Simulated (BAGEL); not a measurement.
**C2H5OSi (SMILES [CH2][SiH2]C=O): levels of theory compared**

We compute a comparison of 3 runs (UHF/3-21G, ROHF/6-31G*, UHF/6-31G*) of C2H5OSi. 

The results are computed with BAGEL 1.2.2.

## (1) The molecule

C2H5OSi: 9 atoms, total charge 0, spin state doublet. SMILES: `[CH2][SiH2]C=O`. The Si2–H8 distance was set to 2.626 Å, away from the relaxed value. At this shape a bond of the SMILES string is far longer than usual.

Bond lengths: C1–Si2 1.823 Å, Si2–C3 1.945 Å, C3–O4 1.199 Å, C1–H5 1.077 Å, C1–H6 1.077 Å, Si2–H7 1.465 Å, C3–H9 1.109 Å. Angles: C1–Si2–C3 101.4°, Si2–C3–O4 123.8°, C1–Si2–H7 114.4°, C3–Si2–H7 104.5°, Si2–C1–H5 122.1°, Si2–C1–H6 122.6°, Si2–C3–H9 116.0°, O4–C3–H9 120.1°, H5–C1–H6 114.4°.

## (2) A single-point energy at UHF/3-21G (density fitting with qzvpp-jkfit) (run 1)

calc.json

```json
{ "bagel" : [

{
  "title" : "molecule",
  "basis" : "3-21g",
  "df_basis" : "qzvpp-jkfit",
  "angstrom" : true,
  "geometry" : [
    { "atom" : "C", "xyz" : [      -0.051909,       2.011447,      -0.627656 ] },
    { "atom" : "Si", "xyz" : [       0.622231,       0.655577,       0.387644 ] },
    { "atom" : "C", "xyz" : [       1.718131,      -0.289533,      -0.911586 ] },
    { "atom" : "O", "xyz" : [       1.343891,      -1.246393,      -1.528676 ] },
    { "atom" : "H", "xyz" : [      -0.932339,       1.888847,      -1.235666 ] },
    { "atom" : "H", "xyz" : [       0.483981,       2.929747,      -0.799556 ] },
    { "atom" : "H", "xyz" : [       1.566481,       1.085567,       1.422004 ] },
    { "atom" : "H", "xyz" : [      -1.153120,      -1.065720,       1.271170 ] },
    { "atom" : "H", "xyz" : [       2.714981,       0.150617,      -1.119096 ] }
  ]
},

{
  "title" : "uhf",
  "nopen" : 1
},

{
  "title" : "print",
  "file" : "orbitals.molden",
  "orbitals" : true
}

]}
```

Command:

```bash
$ BAGEL_NUM_THREADS=1 BAGEL calc.json > calc.out
```

Standard output:

```text
* using 1 threads per process

  ===============================================================
  ===============================================================

  *** Geometry ***

  { "atom" : "C", "xyz" : [     -0.098094,      3.801084,     -1.186098 ] },
  { "atom" : "Si", "xyz" : [      1.175846,      1.238861,      0.732541 ] },
  { "atom" : "C", "xyz" : [      3.246797,     -0.547138,     -1.722648 ] },
  { "atom" : "O", "xyz" : [      2.539586,     -2.355341,     -2.888779 ] },
  { "atom" : "H", "xyz" : [     -1.761865,      3.569404,     -2.335070 ] },
  { "atom" : "H", "xyz" : [      0.914592,      5.536419,     -1.510942 ] },
  { "atom" : "H", "xyz" : [      2.960220,      2.051424,      2.687198 ] },
  { "atom" : "H", "xyz" : [     -2.179081,     -2.013919,      2.402163 ] },
  { "atom" : "H", "xyz" : [      5.130571,      0.284625,     -2.114785 ] },

  Number of auxiliary basis functions:      445

  Since a DF basis is specified, we compute 2- and 3-index integrals:
    o Being stored without compression. Storage requirement is 0.009 GB

  Number of basis functions:       50
  Number of electrons      :       39

    * METHOD: MOLECULE                             0.24

  *** Open-shell HF ***

  === Nuclear Repulsion ===
   143.1572995983

      * DIIS with orbital gradients will be used.

  === UHF iteration (3-21g) ===
      0       -439.63257943          0.05379259           0.08
      1       -439.73491614          0.04572392           0.08
      2       -439.78316186          0.03732076           0.08
      3       -439.84415322          0.00275344           0.08
      4       -439.85147859          0.00128751           0.08
      5       -439.85871259          0.00077692           0.08
[... 49 lines of this table left out ...]
     55       -439.87448319          0.00000001           0.08
     56       -439.87448319          0.00000001           0.08
    * SCF iteration converged.

    * S^2 (UHF) is 1.4816

    * Permanent dipole moment:
           (   -0.088492,    -0.985034,    -0.394755) a.u.

    * METHOD: UHF                                  4.83

    * METHOD: PRINT                                0.01

  ===============================================================
```

Wall time 5.4 s (1 thread of Arm Neoverse N1, shared host); peak memory 0.083 GiB.

## (3) The energy at ROHF/6-31G(d) (density fitting with qzvpp-jkfit, spherical functions) (run 2)

hf.json

```json
{ "bagel": [

{
  "title": "molecule",
  "basis": "6-31gs.json",
  "df_basis": "qzvpp-jkfit",
  "angstrom": true,
  "geometry": [
    { "atom": "C", "xyz": [      -0.051909,       2.011447,      -0.627656 ] },
    { "atom": "Si", "xyz": [       0.622231,       0.655577,       0.387644 ] },
    { "atom": "C", "xyz": [       1.718131,      -0.289533,      -0.911586 ] },
    { "atom": "O", "xyz": [       1.343891,      -1.246393,      -1.528676 ] },
    { "atom": "H", "xyz": [      -0.932339,       1.888847,      -1.235666 ] },
    { "atom": "H", "xyz": [       0.483981,       2.929747,      -0.799556 ] },
    { "atom": "H", "xyz": [       1.566481,       1.085567,       1.422004 ] },
    { "atom": "H", "xyz": [      -1.153120,      -1.065720,       1.271170 ] },
    { "atom": "H", "xyz": [       2.714981,       0.150617,      -1.119096 ] }
  ]
},

{
  "title": "rohf",
  "nopen": 1
},

{
  "title": "print",
  "file": "orbitals.molden",
  "orbitals": true
}

]}
```

The basis set 6-31G* is read from a file made from the Basis Set Exchange's data (not shown).

Command:

```bash
$ BAGEL_NUM_THREADS=1 BAGEL hf.json > hf.out
```

Standard output:

```text
* using 1 threads per process

  ===============================================================
  ===============================================================

  *** Geometry ***

  { "atom" : "C", "xyz" : [     -0.098094,      3.801084,     -1.186098 ] },
  { "atom" : "Si", "xyz" : [      1.175846,      1.238861,      0.732541 ] },
  { "atom" : "C", "xyz" : [      3.246797,     -0.547138,     -1.722648 ] },
  { "atom" : "O", "xyz" : [      2.539586,     -2.355341,     -2.888779 ] },
  { "atom" : "H", "xyz" : [     -1.761865,      3.569404,     -2.335070 ] },
  { "atom" : "H", "xyz" : [      0.914592,      5.536419,     -1.510942 ] },
  { "atom" : "H", "xyz" : [      2.960220,      2.051424,      2.687198 ] },
  { "atom" : "H", "xyz" : [     -2.179081,     -2.013919,      2.402163 ] },
  { "atom" : "H", "xyz" : [      5.130571,      0.284625,     -2.114785 ] },

  Number of auxiliary basis functions:      445

  Since a DF basis is specified, we compute 2- and 3-index integrals:
    o Being stored without compression. Storage requirement is 0.017 GB

  Number of basis functions:       70
  Number of electrons      :       39

    * METHOD: MOLECULE                             0.31

  *** Open-shell HF ***

  === Nuclear Repulsion ===
   143.1572995983

      * DIIS with orbital gradients will be used.

  === ROHF iteration (6-31gs.json) ===
      0       -441.93881968          0.04667965           0.12
      1       -442.05591836          0.03981056           0.12
      2       -442.11789790          0.03183110           0.12
      3       -442.20453007          0.00295834           0.12
      4       -442.20931532          0.00135083           0.12
      5       -442.21073622          0.00053822           0.12
      6       -442.21096200          0.00015070           0.12
      7       -442.21099536          0.00007016           0.12
      8       -442.21099996          0.00002713           0.12
      9       -442.21099980          0.00001159           0.12
     10       -442.21100004          0.00000737           0.12
     11       -442.21100000          0.00000406           0.12
     12       -442.21100006          0.00000200           0.12
     13       -442.21100009          0.00000075           0.12
     14       -442.21100013          0.00000031           0.12
     15       -442.21100014          0.00000015           0.12
     16       -442.21100014          0.00000005           0.13
     17       -442.21100014          0.00000002           0.12
     18       -442.21100014          0.00000001           0.12
     19       -442.21100014          0.00000001           0.12
    * SCF iteration converged.

    * S^2 (ROHF) is 0.7500

    * Permanent dipole moment:
           (   -0.582647,    -1.611571,    -0.121011) a.u.

    * METHOD: ROHF                                 2.67

    * METHOD: PRINT                                0.02

  ===============================================================
```

It took 3.3 s on 1 thread of Arm Neoverse N1, shared host; peak memory 0.095 GiB.

## (4) A single-point energy at UHF/6-31G(d) (density fitting with qzvpp-jkfit, spherical functions) (run 3)

input.json

```json
{ "bagel" : [

{
  "title" : "molecule",
  "basis" : "6-31gs.json",
  "df_basis" : "qzvpp-jkfit",
  "angstrom" : "true",
  "geometry" : [
    { "atom" : "C", "xyz" : [      -0.051909,       2.011447,      -0.627656 ] },
    { "atom" : "Si", "xyz" : [       0.622231,       0.655577,       0.387644 ] },
    { "atom" : "C", "xyz" : [       1.718131,      -0.289533,      -0.911586 ] },
    { "atom" : "O", "xyz" : [       1.343891,      -1.246393,      -1.528676 ] },
    { "atom" : "H", "xyz" : [      -0.932339,       1.888847,      -1.235666 ] },
    { "atom" : "H", "xyz" : [       0.483981,       2.929747,      -0.799556 ] },
    { "atom" : "H", "xyz" : [       1.566481,       1.085567,       1.422004 ] },
    { "atom" : "H", "xyz" : [      -1.153120,      -1.065720,       1.271170 ] },
    { "atom" : "H", "xyz" : [       2.714981,       0.150617,      -1.119096 ] }
  ]
},

{ "title" : "uhf", "nopen" : 1 },

{ "title" : "print", "file" : "orbitals.molden", "orbitals" : "true" }

]}
```

The basis set 6-31G* is read from a file made from the Basis Set Exchange's data (not shown).

Command:

```bash
$ BAGEL_NUM_THREADS=1 BAGEL input.json > input.out
```

Standard output:

```text
* using 1 threads per process

  ===============================================================
  ===============================================================

  *** Geometry ***

  { "atom" : "C", "xyz" : [     -0.098094,      3.801084,     -1.186098 ] },
  { "atom" : "Si", "xyz" : [      1.175846,      1.238861,      0.732541 ] },
  { "atom" : "C", "xyz" : [      3.246797,     -0.547138,     -1.722648 ] },
  { "atom" : "O", "xyz" : [      2.539586,     -2.355341,     -2.888779 ] },
  { "atom" : "H", "xyz" : [     -1.761865,      3.569404,     -2.335070 ] },
  { "atom" : "H", "xyz" : [      0.914592,      5.536419,     -1.510942 ] },
  { "atom" : "H", "xyz" : [      2.960220,      2.051424,      2.687198 ] },
  { "atom" : "H", "xyz" : [     -2.179081,     -2.013919,      2.402163 ] },
  { "atom" : "H", "xyz" : [      5.130571,      0.284625,     -2.114785 ] },

  Number of auxiliary basis functions:      445

  Since a DF basis is specified, we compute 2- and 3-index integrals:
    o Being stored without compression. Storage requirement is 0.017 GB

  Number of basis functions:       70
  Number of electrons      :       39

    * METHOD: MOLECULE                             0.32

  *** Open-shell HF ***

  === Nuclear Repulsion ===
   143.1572995983

      * DIIS with orbital gradients will be used.

  === UHF iteration (6-31gs.json) ===
      0       -441.93881968          0.04667965           0.12
      1       -442.06654256          0.03976903           0.12
      2       -442.13045704          0.03178323           0.12
      3       -442.21679152          0.00240600           0.12
      4       -442.22442734          0.00101271           0.12
      5       -442.23045791          0.00058797           0.12
[... 27 lines of this table left out ...]
     33       -442.24457201          0.00000001           0.12
     34       -442.24457201          0.00000001           0.12
    * SCF iteration converged.

    * S^2 (UHF) is 1.4565

    * Permanent dipole moment:
           (   -0.146049,    -1.141164,    -0.381903) a.u.

    * METHOD: UHF                                  4.47

    * METHOD: PRINT                                0.02

  ===============================================================
```

Run time: 5.1 s. Hardware: 1 thread of Arm Neoverse N1, shared host; peak memory 0.094 GiB.

## (5) The series

```
run                                                                level  energy (Eh)  dipole moment (D)   ⟨S²⟩  wall time
  1                         UHF/3-21G (density fitting with qzvpp-jkfit)  -439.874483               2.71  1.482      5.4 s
  2  ROHF/6-31G* (density fitting with qzvpp-jkfit, spherical functions)  -442.211000               4.37  0.750      3.3 s
  3   UHF/6-31G* (density fitting with qzvpp-jkfit, spherical functions)  -442.244572               3.08  1.456      5.1 s
```

## (6) Summary of results

```
            quantity          value
 run 3: total energy  -442.24457 Eh
run 3: dipole moment         3.08 D
         run 3: ⟨S²⟩          1.456
```

What this shows: The dipole moment (its size) runs from 2.71 D (UHF/3-21G) to 4.37 D (ROHF/6-31G*). The two ends differ in method and basis. Spin contamination of the reference: run 1 ⟨S²⟩ = 1.48, run 3 ⟨S²⟩ = 1.46. Where it is this large, the reference is a mixture of spin states, and values that rest on it are in doubt. All runs together took 14 s, the longest 5.4 s.
